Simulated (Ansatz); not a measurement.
# In4Sb3As: the cost of one run

Program: Ansatz 0.2.0. Level of theory: DFT PBE, scalar-relativistic, plane waves, PAW, unless a step names another level. These are calculated values, not measurements.

1 further run of the same task is left out (set aside as unsound or not needed).

## 1. The starting structure

Symmetry: P-4m2, No. 115, tetragonal system. Conventional cell: a = 4.617 Å, b = 4.617 Å, c = 13.030 Å, α = 90.00°, β = 90.00°, γ = 90.00°. In (site symmetry 2mm) is surrounded by 4 Sb at 2.85 to 2.86 Å. In (site symmetry 2mm) is surrounded by 2 As at 2.74 Å and 2 Sb at 2.86 Å. Sb (site symmetry 2mm) has 4 In at 2.85 to 2.86 Å as nearest neighbours. Sb (site symmetry -4m2) has 4 In at 2.86 Å as nearest neighbours. As (site symmetry -4m2) is surrounded by 4 In at 2.74 Å.

Structure file:

```
In Sb As
1.0
     4.61669    0.00000    0.00000
     0.00000    4.61669    0.00000
     0.00000    0.00000   13.02961
In Sb As
4 3 1
Direct
  0.50000 0.00000 0.62932
  0.00000 0.50000 0.88731
  0.50000 0.00000 0.11269
  0.00000 0.50000 0.37068
  0.50000 0.50000 0.24177
  0.00000 0.00000 0.50000
  0.50000 0.50000 0.75823
  0.00000 0.00000 0.00000
```

It is the end of an earlier relaxation with the same method, from a generated guess; it needn't be the stable form of this composition. At a tolerance of 0.05 Å it has space group P-4m2 (No. 115); it has 34.71 Å³/atom, an uncorrected energy of -0.14 eV/atom over the elements.

## 2. Bands, states and charges

input.yaml

```yaml
crystal:
  lattice:
    - [4.6166895403, 0.0, 0.0]
    - [0.0, 4.6166895403, 0.0]
    - [0.0, 0.0, 13.0296065769]
  atoms:
    - { symbol: In, position: [0.5, 0.0, 0.6293158399] }
    - { symbol: In, position: [0.0, 0.5, 0.8873084095] }
    - { symbol: In, position: [0.5, 0.0, 0.1126915905] }
    - { symbol: In, position: [0.0, 0.5, 0.3706841601] }
    - { symbol: Sb, position: [0.5, 0.5, 0.2417659112] }
    - { symbol: Sb, position: [0.0, 0.0, 0.5] }
    - { symbol: Sb, position: [0.5, 0.5, 0.7582340888] }
    - { symbol: As, position: [0.0, 0.0, 0.0] }
basis:
  ecutwfc: 420
kpoints:
  mp_grid: { grid: [8, 8, 4] }
  band_path:
    path:
      - [[0.0, 0.0, 0.0], [0.0, 0.5, 0.0], [0.5, 0.5, 0.0], [0.0, 0.0, 0.0], [0.0, 0.0, 0.5], [0.0, 0.5, 0.5], [0.5, 0.5, 0.5], [0.0, 0.0, 0.5]]
      - [[0.0, 0.5, 0.0], [0.0, 0.5, 0.5]]
      - [[0.5, 0.5, 0.0], [0.5, 0.5, 0.5]]
    npoints: 14
hamiltonian:
  xc: pbe
scf:
  occupations: { method: gaussian, width: 0.1 }
  n_extra_bands: 20
output:
  forces: true
  stress: true
  eigenvalues: true
  populations: true
  dos: { projected: true, de: 0.02, nscf_kmesh: { grid: [10, 10, 5] } }
  bader: true
  write_density: true
  write_potential: true
  elf: true
  volumetric_format: npy
```

Run with:

```
> ansatz run input.yaml --threads 1 --pin off --max-ram 2560MiB --backend cpu --events-out ev --progress --plain --runs-dir out
```

What time and memory should one allow on 1 thread of Arm Neoverse V2, shared host?

About 7.7 min, with a peak of 1.6 GiB.
